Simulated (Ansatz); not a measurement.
# MoS2 with a defect (Ga on a Mo site): a single-point run

Aim: the field gradients at the nuclei of MoS2 with a defect (Ga on a Mo site), from a sound single-point run.

Method: DFT, PBE, plane-wave PAW, default files, scalar-relativistic, in Ansatz 0.2.0.

## Step 1: Starting point

The structure is hexagonal, space group P-6m2 (No. 187). The conventional cell has a = 5.031 Å, b = 5.031 Å, c = 6.522 Å, α = 90.00°, β = 90.00°, γ = 120.00°. Ga (site symmetry -6m2) is surrounded by 6 S at 1.27 Å. Mo (site symmetry m) has 6 S at 1.27 Å as nearest neighbours. Mo (site symmetry -6m2) has 6 S at 1.27 Å as nearest neighbours. Mo (site symmetry mm2) is surrounded by 6 S at 1.27 Å. Around S (site symmetry 3m) lie 3 Mo at 1.27 Å. Only part of the 14 independent sites is listed.

The input asks for a charge of -1 e on the cell.

Structure file:

```
CELL_PARAMETERS angstrom
5.03089 0.00000 0.00000
-2.51544 4.35687 0.00000
0.00000 0.00000 6.52158
ATOMIC_POSITIONS crystal
Ga 0.11111 0.22222 0.25000
Mo 0.11111 0.55556 0.25000
Mo 0.11111 0.88889 0.25000
Mo 0.44444 0.22222 0.25000
Mo 0.44444 0.55556 0.25000
Mo 0.44444 0.88889 0.25000
Mo 0.77778 0.22222 0.25000
Mo 0.77778 0.55556 0.25000
Mo 0.77778 0.88889 0.25000
Mo 0.22222 0.11111 0.75000
Mo 0.22222 0.44444 0.75000
Mo 0.22222 0.77778 0.75000
Mo 0.55556 0.11111 0.75000
Mo 0.55556 0.44444 0.75000
Mo 0.55556 0.77778 0.75000
Mo 0.88889 0.11111 0.75000
Mo 0.88889 0.44444 0.75000
Mo 0.88889 0.77778 0.75000
S 0.11111 0.22222 0.62300
S 0.11111 0.55556 0.62300
S 0.11111 0.88889 0.62300
S 0.44444 0.22222 0.62300
S 0.44444 0.55556 0.62300
S 0.44444 0.88889 0.62300
S 0.77778 0.22222 0.62300
S 0.77778 0.55556 0.62300
S 0.77778 0.88889 0.62300
S 0.22222 0.11111 0.12300
S 0.22222 0.44444 0.12300
S 0.22222 0.77778 0.12300
S 0.55556 0.11111 0.12300
S 0.55556 0.44444 0.12300
S 0.55556 0.77778 0.12300
S 0.88889 0.11111 0.12300
S 0.88889 0.44444 0.12300
S 0.88889 0.77778 0.12300
S 0.11111 0.22222 0.87700
S 0.11111 0.55556 0.87700
S 0.11111 0.88889 0.87700
S 0.44444 0.22222 0.87700
S 0.44444 0.55556 0.87700
S 0.44444 0.88889 0.87700
S 0.77778 0.22222 0.87700
S 0.77778 0.55556 0.87700
S 0.77778 0.88889 0.87700
S 0.22222 0.11111 0.37700
S 0.22222 0.44444 0.37700
S 0.22222 0.77778 0.37700
S 0.55556 0.11111 0.37700
S 0.55556 0.44444 0.37700
S 0.55556 0.77778 0.37700
S 0.88889 0.11111 0.37700
S 0.88889 0.44444 0.37700
S 0.88889 0.77778 0.37700
```

## Step 2: The calculation

input.yaml

```yaml
crystal:
  lattice:
    - [5.03088574, 0.0, 0.0]
    - [-2.51544287, 4.35687485, 0.0]
    - [0.0, 0.0, 6.52157735]
  atoms:
    - { symbol: Ga, position: [0.1111111111, 0.2222222222, 0.25] }
    - { symbol: Mo, position: [0.1111111111, 0.5555555556, 0.25] }
    - { symbol: Mo, position: [0.1111111111, 0.8888888889, 0.25] }
    - { symbol: Mo, position: [0.4444444444, 0.2222222222, 0.25] }
    - { symbol: Mo, position: [0.4444444444, 0.5555555556, 0.25] }
    - { symbol: Mo, position: [0.4444444444, 0.8888888889, 0.25] }
    - { symbol: Mo, position: [0.7777777778, 0.2222222222, 0.25] }
    - { symbol: Mo, position: [0.7777777778, 0.5555555556, 0.25] }
    - { symbol: Mo, position: [0.7777777778, 0.8888888889, 0.25] }
    - { symbol: Mo, position: [0.2222222222, 0.1111111111, 0.75] }
    - { symbol: Mo, position: [0.2222222222, 0.4444444444, 0.75] }
    - { symbol: Mo, position: [0.2222222222, 0.7777777778, 0.75] }
    - { symbol: Mo, position: [0.5555555556, 0.1111111111, 0.75] }
    - { symbol: Mo, position: [0.5555555556, 0.4444444444, 0.75] }
    - { symbol: Mo, position: [0.5555555556, 0.7777777778, 0.75] }
    - { symbol: Mo, position: [0.8888888889, 0.1111111111, 0.75] }
    - { symbol: Mo, position: [0.8888888889, 0.4444444444, 0.75] }
    - { symbol: Mo, position: [0.8888888889, 0.7777777778, 0.75] }
    - { symbol: S, position: [0.1111111111, 0.2222222222, 0.623] }
    - { symbol: S, position: [0.1111111111, 0.5555555556, 0.623] }
    - { symbol: S, position: [0.1111111111, 0.8888888889, 0.623] }
    - { symbol: S, position: [0.4444444444, 0.2222222222, 0.623] }
    - { symbol: S, position: [0.4444444444, 0.5555555556, 0.623] }
    - { symbol: S, position: [0.4444444444, 0.8888888889, 0.623] }
    - { symbol: S, position: [0.7777777778, 0.2222222222, 0.623] }
    - { symbol: S, position: [0.7777777778, 0.5555555556, 0.623] }
    - { symbol: S, position: [0.7777777778, 0.8888888889, 0.623] }
    - { symbol: S, position: [0.2222222222, 0.1111111111, 0.123] }
    - { symbol: S, position: [0.2222222222, 0.4444444444, 0.123] }
    - { symbol: S, position: [0.2222222222, 0.7777777778, 0.123] }
    - { symbol: S, position: [0.5555555556, 0.1111111111, 0.123] }
    - { symbol: S, position: [0.5555555556, 0.4444444444, 0.123] }
    - { symbol: S, position: [0.5555555556, 0.7777777778, 0.123] }
    - { symbol: S, position: [0.8888888889, 0.1111111111, 0.123] }
    - { symbol: S, position: [0.8888888889, 0.4444444444, 0.123] }
    - { symbol: S, position: [0.8888888889, 0.7777777778, 0.123] }
    - { symbol: S, position: [0.1111111111, 0.2222222222, 0.877] }
    - { symbol: S, position: [0.1111111111, 0.5555555556, 0.877] }
    - { symbol: S, position: [0.1111111111, 0.8888888889, 0.877] }
    - { symbol: S, position: [0.4444444444, 0.2222222222, 0.877] }
    - { symbol: S, position: [0.4444444444, 0.5555555556, 0.877] }
    - { symbol: S, position: [0.4444444444, 0.8888888889, 0.877] }
    - { symbol: S, position: [0.7777777778, 0.2222222222, 0.877] }
    - { symbol: S, position: [0.7777777778, 0.5555555556, 0.877] }
    - { symbol: S, position: [0.7777777778, 0.8888888889, 0.877] }
    - { symbol: S, position: [0.2222222222, 0.1111111111, 0.377] }
    - { symbol: S, position: [0.2222222222, 0.4444444444, 0.377] }
    - { symbol: S, position: [0.2222222222, 0.7777777778, 0.377] }
    - { symbol: S, position: [0.5555555556, 0.1111111111, 0.377] }
    - { symbol: S, position: [0.5555555556, 0.4444444444, 0.377] }
    - { symbol: S, position: [0.5555555556, 0.7777777778, 0.377] }
    - { symbol: S, position: [0.8888888889, 0.1111111111, 0.377] }
    - { symbol: S, position: [0.8888888889, 0.4444444444, 0.377] }
    - { symbol: S, position: [0.8888888889, 0.7777777778, 0.377] }
total_charge: -1
kpoints:
  mp_grid: { grid: [3, 3, 2] }
scf:
  occupations: { method: fermi_dirac, width: 0.01 }
  max_iter: 80
hamiltonian:
  xc: pbe
  pseudopotentials: { kind: paw }
output:
  forces: true
  stress: true
  populations: true
  efg:
    quadrupole_moments_barn: { Ga: 0.107, Mo: -0.022, S: -0.0694 }
    contact_densities: true
```

On the command line:

```bash
$ ansatz run input.yaml --threads 4 --pin off --max-ram 8192MiB --backend cpu --events-out ev --progress --plain --runs-dir out
```

What it wrote (excerpt; [...] marks lines left out):

```text
Warning: RAYON_NUM_THREADS=4 ignored (pool sized by the plan → 4); use --threads N
Mo: output.efg is read without spin–orbit coupling, which moves field gradients at and beside such atoms by some per cent and up to a factor of two; PAW files take it under magnetization.noncollinear and magnetization.spin_orbit
[...]
Pseudopotentials: kind: paw
Pseudopotential: Ga, paw, valence charge 13, recommended cutoff 420 eV (normal), Ga.paw.azcp
Pseudopotential: Mo, paw, valence charge 14, recommended cutoff 420 eV (normal), Mo.paw.azcp
Pseudopotential: S, paw, valence charge 6, recommended cutoff 420 eV (normal), S.paw.azcp
Functional definition: PBE
[...]
Crystal: 54 atoms, lattice volume = 142.946 Å³
Basis set: ecut = 420 eV, 2787 PW (Γ), exchange–correlation on 72×72×90 points (8 copies of the dense FFT grid, shifted against one another)
Bands: 288, of which v1, the nominal top of the filled ones, is band 234 counted from 1 (233 counted from 0)
Symmetry: 12 space group operations
Space group: P-6m2 (ITA 187), of the structure as read, at distance tolerance 5.2e-5 Å
k-points: 6 of 18 (time reversal used)
[...]
SCF iter   1: F=—  HF=-129957.335318 eV  |F-HF|=—  |Δ(HF+E_count)|=         —  Δρ=4.10e0  dr2=4.04e4  ethr=1.77e-3  ⟨swp⟩=85.3  Hψ=49752  notcnv=6  defer=321
[...]
SCF iter  16: F=-114945.150124 eV  HF=-114945.150124 eV  |F-HF|=6.24e-8  |Δ(HF+E_count)|=   1.08e-7  Δρ=3.78e-6  dr2=6.23e-8  ethr=2.14e-11  ⟨swp⟩=8.0  Hψ=10347  notcnv=0
[...]
            electrostatic potential = -1714.462591 V   contact ρ = 19778.782044 e/Å³
[...]
            electrostatic potential = -1714.462591 V   contact ρ = 19778.782044 e/Å³
--- Band table (eV; the first three rows and the last of 6) ---
[...]
--- Löwdin populations: 54 sites ---
  site symbol       q [e]
     0     Ga     11.5632
     1     Mo     15.6999
     2     Mo     15.6999
     3     Mo     15.6999
     4     Mo     15.6999
     5     Mo     15.6052
     6     Mo     15.6999
     7     Mo     15.6134
     8     Mo     15.6999
     9     Mo     15.6132
    10     Mo     15.6132
    11     Mo     15.6093
    12     Mo     15.6093
    13     Mo     15.6137
    14     Mo     15.6093
    15     Mo     15.6132
    16     Mo     15.6137
    17     Mo     15.6137
    18      S      3.9751
    19      S      3.9896
    20      S      3.9896
    21      S      3.9896
    22      S      3.9896
    23      S      3.9977
    24      S      3.9896
    25      S      3.9956
    26      S      3.9896
    27      S      4.2796
    28      S      4.2796
    29      S      4.0154
    30      S      4.0154
    31      S      4.0408
    32      S      4.0154
    33      S      4.2796
    34      S      4.0408
    35      S      4.0408
    36      S      3.9751
    37      S      3.9896
    38      S      3.9896
    39      S      3.9896
    40      S      3.9896
    41      S      3.9977
    42      S      3.9896
    43      S      3.9956
    44      S      3.9896
    45      S      4.2796
    46      S      4.2796
    47      S      4.0154
    48      S      4.0154
    49      S      4.0408
    50      S      4.0154
    51      S      4.2796
    52      S      4.0408
    53      S      4.0408
  spilling = 0.095478 (of n_electrons = 468.000000)
```

Run time: 2 min. Hardware: 4 threads of Intel Xeon Platinum 8259CL at 2.50GHz (Skylake/Cascade Lake), shared host; peak memory 1.5 GiB.

## Step 3: A second look at the input

This run ends as converged, with warnings (gradients without spin orbit). It gives a pressure of 10229 GPa and a largest force of 272.3 eV/Å, which is large; a structure far from rest gives such values too, whatever the setting.

The structure is shrunk by the factor 0.529 between bohr and ångström. The shortest distance in the input is 1.27 Å, between atoms 1 (Ga) and 29 (S).

What to do: give the lengths in the unit that the input reads.

## Step 4: Second run, to compare

Other changes include scf.max_iter.

Edit input.yaml of step 2 so:

```diff
@@ -2,5 +2,5 @@
   lattice:
-    - [5.03088574, 0.0, 0.0]
-    - [-2.51544287, 4.35687485, 0.0]
-    - [0.0, 0.0, 6.52157735]
+    - [9.507, 0.0, 0.0]
+    - [-4.7535, 8.2333035138, 0.0]
+    - [0.0, 0.0, 12.324]
   atoms:
@@ -65,3 +65,2 @@
   occupations: { method: fermi_dirac, width: 0.01 }
-  max_iter: 80
 hamiltonian:
```

On the command line:

```bash
$ ansatz run input.yaml --threads 4 --pin off --max-ram 8192MiB --backend cpu --events-out ev --progress --plain --runs-dir out
```

From the output:

```text
[...]
Basis set: ecut = 420 eV, 18809 PW (Γ), exchange–correlation on 128×128×180 points (8 copies of the dense FFT grid, shifted against one another)
[...]
k-points: 6 of 18 (time reversal used)
[...]
SCF iter   1: F=—  HF=-120541.491917 eV  |F-HF|=—  |Δ(HF+E_count)|=         —  Δρ=1.09e-2  dr2=3.39e0  ethr=1.77e-3  ⟨swp⟩=6.0  Hψ=6538  notcnv=0  defer=1
preconditioner: auto → LDOS  [metal: Δε(μ)=0.018 eV  Ē_g=8.084 eV  σ=0.010 eV  W_gap=0.36  n_scr=224 (ndim 8)  ℏωp=21.8 eV  f_vac=0.016  D(μ)=11.74/eV (n_scr^D=52)  β→1.0]
SCF iter   2: F=—  HF=-120546.288461 eV  |F-HF|=—  |Δ(HF+E_count)|=    4.80e0  Δρ=3.62e-2  dr2=4.55e1  ethr=7.24e-4  ⟨swp⟩=3.7  Hψ=3682  notcnv=0  defer=270  recentre
[...]
SCF iter  14: F=—  HF=-120541.101185 eV  |F-HF|=—  |Δ(HF+E_count)|=   8.64e-8  Δρ=4.24e-6  dr2=1.82e-7  ethr=2.06e-10  ⟨swp⟩=2.0  Hψ=2367  notcnv=0  defer=268
SCF iter  15: F=-120541.101185 eV  HF=-120541.101185 eV  |F-HF|=4.03e-8  |Δ(HF+E_count)|=   4.44e-9  Δρ=2.14e-6  dr2=6.01e-8  ethr=2.14e-11  ⟨swp⟩=10.2  Hψ=8126  notcnv=0
[...]
SCF converged after 15 iterations
Free energy (F): -120541.101185 eV
[...]
E sigma→0 (E₀):  -120541.099307 eV
[...]
Fermi energy:    10.830475 eV
[...]
  P = ⅓ Tr σ = 2.7217 GPa (27.217 kbar)
[...]
```

Wall time 1.8 min (4 threads of Intel Xeon Platinum 8259CL at 2.50GHz (Skylake/Cascade Lake), shared host); peak memory 5.3 GiB.

Site by site (atoms counted from 1): 11 of 14, those nearest the defect, the farthest of each element and the two largest gradients.

| site | atoms | distance from the defect (Å) | V_zz (10²¹ V/m²) | η | C_Q (MHz) |
| --- | --- | --- | --- | --- | --- |
| Ga | 1 | 0.00 | -3.82 | 0.00 | -9.87 (⁷¹Ga) |
| S28 | 28, 29, 34, 46, … | 2.41 | -4.40 | 0.69 | 7.38 (³³S) |
| Mo2 | 2, 3, 4, 5, … | 3.17 | -9.45 | 0.24 | 5.03 (⁹⁵Mo) |
| S32 | 32, 35, 36, 50, … | 3.98 | -5.22 | 0.17 | 8.76 (³³S) |
| S19 | 19, 37 | 4.60 | -5.35 | 0.00 | 8.98 (³³S) |
| S30 | 30, 31, 33, 48, … | 5.09 | -4.63 | 0.01 | 7.78 (³³S) |
| Mo6 | 6 | 5.49 | -7.07 | 0.00 | 3.76 (⁹⁵Mo) |
| Mo8 | 8 | 5.49 | -7.90 | 0.00 | 4.20 (⁹⁵Mo) |
| S20 | 20, 21, 22, 23, … | 5.58 | -5.26 | 0.00 | 8.82 (³³S) |
| S26 | 26, 44 | 7.16 | -5.23 | 0.00 | 8.77 (³³S) |
| Mo12 | 12, 13, 15 | 7.84 | -7.56 | 0.01 | 4.02 (⁹⁵Mo) |

Conventions: |V_zz| ≥ |V_yy| ≥ |V_xx|, η = (V_xx − V_yy)/V_zz, C_Q = eQV_zz/h. Q values from Pyykkö, Mol. Phys. 116, 1328 (2018).

| run | ending | energy change | pressure (GPa) | gap (eV) | force (eV/Å) | cycles | time |
| --- | --- | --- | --- | --- | --- | --- | --- |
| first try | converged | +103.63 eV/atom | 10229.0 | 0.00 | 272.31 | 16 | 2 min |
| second try | converged | 0 | 2.7 | 0.00 | 0.93 | 15 | 1.8 min |

## Step 5: Results

| quantity | value |
| --- | --- |
| first try | converged, 16 SCF cycles |
| fault in the input | ångström read as bohr |
| second try | converged, 15 SCF cycles |
| energy (zero set by the potentials) | -120541.1012 eV |
| pressure | 2.72 GPa |
| gap on the mesh | none (metal on this mesh) |
| largest force | 0.934 eV/Å |
| largest V_zz in size | 9.45 × 10²¹ V/m² at Mo2 |

Both runs converge, but the first lies +103.63 eV/atom from the second; on mending, the pressure goes from 10229.0 to 2.7 GPa, the largest force goes from 272.31 to 0.93 eV/Å. Only the second answers the question as it was meant. The largest force in the second run is 0.934 eV/Å, so the atoms are not at their relaxed places.
